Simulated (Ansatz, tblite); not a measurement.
# The cluster Li4S2: rung by rung

The task here is to estimate one member of a computed series from the others.

Method: as each input shows; program: Ansatz 0.2.0, Gaussian basis.

The runs, in order: GFN1-xTB, GFN2-xTB, PBE-D4/def2-TZVP, r2SCAN-D4/def2-TZVP, LC-ωPBE/def2-TZVP, revPBE-D4/def2-TZVP, B3LYP-D4/def2-TZVP, B2PLYP/def2-TZVP, LDA/def2-TZVP, B97M-V/def2-TZVP, ωB97M-V/def2-TZVP, PBE-D4/def2-SVP, PBE0-D4/def2-SVP, HF/STO-3G, HF/6-31G, B3LYP-D4/6-31G, PBE0-D4/def2-TZVPD, PBE-D4/def2-TZVPD, r2SCAN-D4/def2-TZVPD, CCSD(T)/def2-TZVPP, MP2/def2-TZVP, RPA/def2-TZVP.

1 further run of the same task is left out (set aside as unsound or not needed).

### The geometry

The singlet was relaxed beforehand with PBE0-D4/def2-TZVP. At that level it is the lowest of the isomers that a small search found.

6 atoms, charge 0, spin multiplicity 1.

Bond lengths: Li1–S5 2.221 Å, Li1–S6 2.353 Å, Li2–S5 2.221 Å, Li2–S6 2.353 Å, Li3–S6 2.105 Å, Li4–S5 2.222 Å, Li4–S6 2.354 Å. Angles: S5–Li1–S6 100.0°, S5–Li2–S6 100.0°, S5–Li4–S6 99.9°, Li1–S5–Li2 69.9°, Li1–S5–Li4 69.9°, Li2–S5–Li4 69.9°, Li1–S6–Li2 65.4°, Li1–S6–Li3 141.2°, Li1–S6–Li4 65.5°, Li2–S6–Li3 139.1°, Li2–S6–Li4 65.5°, Li3–S6–Li4 143.7°.

PBE0-D4/def2-TZVP was run before; its log isn't repeated, and its numbers join the tables.

The first run:

Tight binding, by tblite at 300 K electronic temperature and without a spin-polarisation term:

```python
tblite.interface.Calculator('GFN1-xTB', numbers, positions, charge=0, uhf=0).singlepoint()
```

Tight binding, by tblite at 300 K electronic temperature and without a spin-polarisation term:

```python
tblite.interface.Calculator('GFN2-xTB', numbers, positions, charge=0, uhf=0).singlepoint()
```

start.molden holds the orbitals of an earlier run on this state, given as this run's starting guess.

The input, in.yaml:

```yaml
crystal:
  periodic: [false, false, false]
  atoms:
    - {symbol: Li, position_ang: [1.543761, -0.325053, 0.371212]}
    - {symbol: Li, position_ang: [0.104845, 1.046127, -1.216356]}
    - {symbol: Li, position_ang: [-1.822972, 1.042135, 2.489433]}
    - {symbol: Li, position_ang: [-0.496415, -1.377784, -0.728078]}
    - {symbol: S, position_ang: [1.328467, -0.710774, -1.805559]}
    - {symbol: S, position_ang: [-0.657676, 0.325349, 0.889349]}
basis:
  gaussian: {orbitals: def2-TZVP, initial_orbitals: start.molden}
hamiltonian: {xc: pbe, dispersion: d4}
scf: {omitted_lower_state_checks: [starts]}
output: {forces: true, orbitals: {seedname: orbitals}}
```

Launch:

```bash
$ ansatz run in.yaml --threads 4 --pin off --events-out ev --progress --plain --max-ram 3916MiB
```

Steps of the session up to this table: PBE-D4/def2-TZVP; r2SCAN-D4/def2-TZVP; LC-ωPBE/def2-TZVP; revPBE-D4/def2-TZVP; B3LYP-D4/def2-TZVP; B2PLYP/def2-TZVP; LDA/def2-TZVP; B97M-V/def2-TZVP; ωB97M-V/def2-TZVP; PBE-D4/def2-SVP; PBE0-D4/def2-SVP; HF/STO-3G; HF/6-31G; B3LYP-D4/6-31G; PBE0-D4/def2-TZVPD; PBE-D4/def2-TZVPD; r2SCAN-D4/def2-TZVPD; CCSD(T)/def2-TZVPP; MP2/def2-TZVP; RPA/def2-TZVP.

One of the session's tables, all rows but one given; the rest of the session is left out.

It belongs to the step «Levels side by side». 

| level | HOMO (eV) | gap (eV) |
| --- | --- | --- |
| HF/STO-3G | -5.53 | 7.17 |
| HF/6-31G | -7.04 | 6.78 |
| LDA/def2-TZVP | -3.74 | 1.75 |
| PBE-D4/def2-SVP | -3.42 | 1.42 |
| PBE-D4/def2-TZVP | -3.59 | 1.55 |
| PBE-D4/def2-TZVPD | -3.64 | 1.59 |
| revPBE-D4/def2-TZVP | -3.52 | 1.45 |
| r2SCAN-D4/def2-TZVP | -3.67 | 2.32 |
| r2SCAN-D4/def2-TZVPD | -3.71 | 2.34 |
| B97M-V/def2-TZVP | -3.71 | 1.79 |
| B3LYP-D4/6-31G | -4.44 | 2.60 |
| B3LYP-D4/def2-TZVP | -4.39 | 2.60 |
| PBE0-D4/def2-SVP | ? | ? |
| PBE0-D4/def2-TZVP | -4.61 | 3.10 |
| PBE0-D4/def2-TZVPD | -4.65 | 3.11 |
| LC-ωPBE/def2-TZVP | -7.11 | 6.80 |
| ωB97M-V/def2-TZVP | -6.70 | 5.79 |

**Question.** Estimate the row for PBE0-D4/def2-SVP.

As computed: HOMO (eV): -4.44; gap (eV): 2.95.
